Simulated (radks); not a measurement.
# Taking charge from the 3s level of Nd²⁺ in fractions

One table from this session's results is given with a row withheld; the runs are named, their logs left out.

Method: scalar-relativistic Kohn-Sham, r2SCAN, spin-unpolarised, spherical densities, finite nucleus. Code: radks (a radial shooting solver on a logarithmic mesh, Libxc functionals) version 1.

**Starting point**

* element: neodymium (Z = 60)
* charge: +2
* electrons: 58
* configuration: [Xe] 4f4
* nuclear rms radius: 4.9123 fm

Outer shells as boxes (Hund's rule):

Nd²⁺
```
[Xe] core
4f [↑ ][↑ ][↑ ][↑ ][  ][  ][  ]
```

Set-up of the first run:

Input:

```text
Z 60
configuration [Xe] 4f4
relativity scalar-relativistic
functional r2scan,r2scan
spin unpolarised
nucleus finite rms 4.9123 fm
c 137.035999084
```

Among the steps run: Start: [Xe] 4f4.

One of the session's tables, all rows but one given; the rest of the session is left out.

It belongs to the step «Start: [Xe] 4f4». Radial moments (bohr):

```
level     <r>  outermost maximum (interpolated)  90 % within  nodes
   3p  0.2642                             0.238        0.395      1
   3d  0.2417                             0.196        0.377      0
   4s  0.6077                             0.565        0.872      3
   4p  0.6433                             0.590        0.935      2
   4d  0.7077                             0.619         1.06      1
   5s   1.479                              1.32         2.13      4
   5p       ?                                 ?            ?      ?
   4f   1.081                             0.662         1.91      0
```

Q: Estimate the row for 5p from the others.

As computed: <r>: 1.711; outermost maximum (interpolated): 1.50; 90 % within: 2.50; nodes: 3. In the column «<r>» it is the highest.
